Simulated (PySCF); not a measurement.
# C4H3F3 (SMILES C=C(F)/C(F)=C/F) at 5 levels

We compute a comparison of 5 runs (HF/STO-3G, HF/3-21G, B3LYP/3-21G, PBE0/def2-SVP, CCSD(T)/STO-3G) of C4H3F3. The job is set up through a Python script.

Program for the calculation: PySCF 2.14.0.

## (1) The structure to begin with

The species is C4H3F3 (10 atoms), meant as a singlet with charge 0. As SMILES, `C=C(F)/C(F)=C/F`. The coordinates come from a PBE0-D4/def2-TZVP relaxation. This is one conformer, not always the lowest.

Bond lengths: C1–C2 1.323 Å, C2–F3 1.341 Å, C2–C4 1.451 Å, C4–F5 1.331 Å, C4–C6 1.330 Å, C6–F7 1.325 Å, C1–H8 1.081 Å, C1–H9 1.080 Å, C6–H10 1.080 Å. Some angles: C1–C2–F3 121.1°, C1–C2–C4 126.3°, F3–C2–C4 112.6°, C2–C4–F5 115.0°, C2–C4–C6 124.3°, F5–C4–C6 120.7°, C4–C6–F7 121.4°, C2–C1–H8 120.5°, C2–C1–H9 119.7°, C4–C6–H10 123.2°.

## (2) Energy and forces at HF/STO-3G (run 1)

job.py

```python
import pyscf.grad
from pyscf import gto, scf

molecule = gto.M(
    atom='''
C      0.886400    -0.382500    -1.613600
C      0.028600    -0.439900    -0.607700
F     -0.954500    -1.351000    -0.587000
C      0.016900     0.420800     0.560000
F      0.975100     1.344800     0.588000
C     -0.865900     0.328200     1.550300
F     -0.823700     1.146100     2.592400
H      0.809200    -1.073200    -2.441500
H      1.669700     0.360400    -1.607400
H     -1.658700    -0.404900     1.569500
''',
    spin=0,
    max_memory=1860,
    basis='sto-3g',
    verbose=3,
)

mf = scf.RHF(molecule)
mf.conv_tol = 1e-10
mf.kernel()
if not mf.converged:
    mf = mf.newton().run(mf.mo_coeff, mf.mo_occ)

e_final = mf.e_tot
print('E(%s) = %.9f' % ('HF', e_final))
grad = mf.Gradients().kernel()
dip = mf.dip_moment()
pop, q = mf.mulliken_pop()
```

On the command line:

```
OMP_NUM_THREADS=1 python job.py
```

Log:

```text
converged SCF energy = -445.385404318301
[... 9 lines left out ...]
Dipole moment(X, Y, Z, Debye): -0.17771, -0.54316, -0.50318
[... 49 lines left out ...]
charge of    9H =      0.08712
```

It took 2.4 s on 1 thread of Intel Xeon at 2.70GHz, shared host; peak memory 0.12 GiB.

## (3) Energy and gradient at HF/3-21G (run 2)

job.py

```python
import pyscf.grad
from pyscf import gto

system = gto.M(
    atom='''
C        0.886400      -0.382500      -1.613600
C        0.028600      -0.439900      -0.607700
F       -0.954500      -1.351000      -0.587000
C        0.016900       0.420800       0.560000
F        0.975100       1.344800       0.588000
C       -0.865900       0.328200       1.550300
F       -0.823700       1.146100       2.592400
H        0.809200      -1.073200      -2.441500
H        1.669700       0.360400      -1.607400
H       -1.658700      -0.404900       1.569500
''',
    verbose=3,
    basis='3-21g',
    max_memory=1860,
    charge=0,
    spin=0,
)

calc0 = system.RHF()
calc0.conv_tol = 1e-10
calc0.kernel()
if not calc0.converged:
    calc0 = calc0.newton().run(calc0.mo_coeff, calc0.mo_occ)

energy = calc0.e_tot
print(f'total energy: {energy:.8f} hartree')
grad = calc0.Gradients().kernel()
calc0.analyze()
```

On the command line:

```
OMP_NUM_THREADS=1 python job.py
```

Log:

```text
converged SCF energy = -449.01168233433
[... 18 lines left out ...]
MO #9   energy= -1.64164660477082  occ= 2
[... 11 lines left out ...]
MO #21  energy= -0.682388205381735 occ= 2
[... 11 lines left out ...]
MO #33  energy= 0.336475429093647  occ= 0
[... 11 lines left out ...]
MO #45  energy= 1.05880848513673   occ= 0
[... 11 lines left out ...]
MO #57  energy= 2.09088431362897   occ= 0
[... 11 lines left out ...]
MO #69  energy= 4.46084710868454   occ= 0
[... 11 lines left out ...]
Dipole moment(X, Y, Z, Debye): -0.08908, -1.07362, -1.32552
```

Wall time 2.6 s (1 thread of Intel Xeon at 2.70GHz, shared host); peak memory 0.14 GiB.

Runs 3 to 4 aren't shown in full; the table further down has their settings and results.

## (4) A single-point energy at CCSD(T)/STO-3G (run 5)

job.py

```python
from pyscf import gto, cc

molecule = gto.M(
    atom='''
C      1.675053    -0.722820    -3.049262
C      0.054046    -0.831291    -1.148387
F     -1.803744    -2.553020    -1.109269
C      0.031936     0.795197     1.058247
F      1.842672     2.541304     1.111159
C     -1.636314     0.620208     2.929642
F     -1.556567     2.165815     4.898926
H      1.529166    -2.028054    -4.613766
H      3.155276     0.681057    -3.037546
H     -3.134489    -0.765150     2.965925
''',
    basis='sto-3g',
    max_memory=1860,
    unit='bohr',
    verbose=3,
)

myscf = molecule.RHF()
myscf.conv_tol = 1e-10
myscf.kernel()
if not myscf.converged:
    myscf = myscf.newton().run(myscf.mo_coeff, myscf.mo_occ)

mycc = cc.CCSD(myscf, frozen=7)
mycc.kernel()
e_t = mycc.ccsd_t()
e_final = mycc.e_tot + e_t
print('E = %.10f Eh' % e_final)
myscf.analyze()
```

On the command line:

```
OMP_NUM_THREADS=1 python job.py
```

Log:

```text
converged SCF energy = -445.385404392374
[... 6 lines left out ...]
MO #3   energy= -25.9716101320301  occ= 2
[... 6 lines left out ...]
MO #10  energy= -1.52760905220632  occ= 2
[... 6 lines left out ...]
MO #17  energy= -0.602628356038499 occ= 2
[... 6 lines left out ...]
MO #24  energy= -0.471755565444541 occ= 2
[... 6 lines left out ...]
MO #31  energy= 0.595368222269305  occ= 0
[... 6 lines left out ...]
MO #38  energy= 1.05837764426787   occ= 0
[... 11 lines left out ...]
Dipole moment(X, Y, Z, Debye): -0.17771, -0.54316, -0.50318
```

Wall time 3.3 s (1 thread of Intel Xeon at 2.70GHz, shared host); peak memory 0.13 GiB.

## (5) The series

| run | level | integration grid | task | energy (Eh) | dipole moment (D) of the reference | HOMO energy (eV) | LUMO energy (eV) | wall time |
| --- | --- | --- | --- | --- | --- | --- | --- | --- |
| 1 | HF/STO-3G | – | gradient | -445.385404 | 0.76 | -7.06 | 6.20 | 2.4 s |
| 2 | HF/3-21G | – | gradient | -449.011682 | 1.71 | -9.51 | 2.74 | 2.6 s |
| 3 | B3LYP/3-21G | 5 | gradient | -451.218687 | 1.04 | -6.48 | -0.87 | 31 s |
| 4 | PBE0/def2-SVP | 5 | gradient | -452.882399 | 1.11 | -7.05 | -1.04 | 58 s |
| 5 | CCSD(T)/STO-3G | – | energy | -445.737312 | 0.76 | -7.06 | 6.20 | 3.3 s |

## (6) Outcome

| quantity | value |
| --- | --- |
| run 5: total energy | -445.73731 Eh |
| run 5: dipole moment (Hartree–Fock density) | 0.76 D |
| run 5: HOMO energy (Hartree–Fock orbitals) | -7.06 eV |
| run 5: LUMO energy (Hartree–Fock orbitals) | 6.20 eV |
| run 5: HOMO–LUMO gap (Hartree–Fock orbitals) | 13.26 eV |
| run 5: correlation energy (7 core orbitals frozen) | -351.9 mEh |
| run 5: (T) correction | -8.52 mEh |
| run 5: T1 diagnostic | 0.009 |

**Reading.** Over runs 1, 2, 3, 4 the dipole moment (its size) runs from 0.76 D (HF/STO-3G) to 1.71 D (HF/3-21G). Over runs 1, 2, 3, 4 the HOMO–LUMO gap runs from 5.61 eV (B3LYP/3-21G) to 13.26 eV (HF/STO-3G). The two ends differ in method and basis. Totals of different functionals can't be ranked against each other. In runs 1, 5 the basis is minimal, so the values are rough. All runs together took 97 s, the longest 58 s.
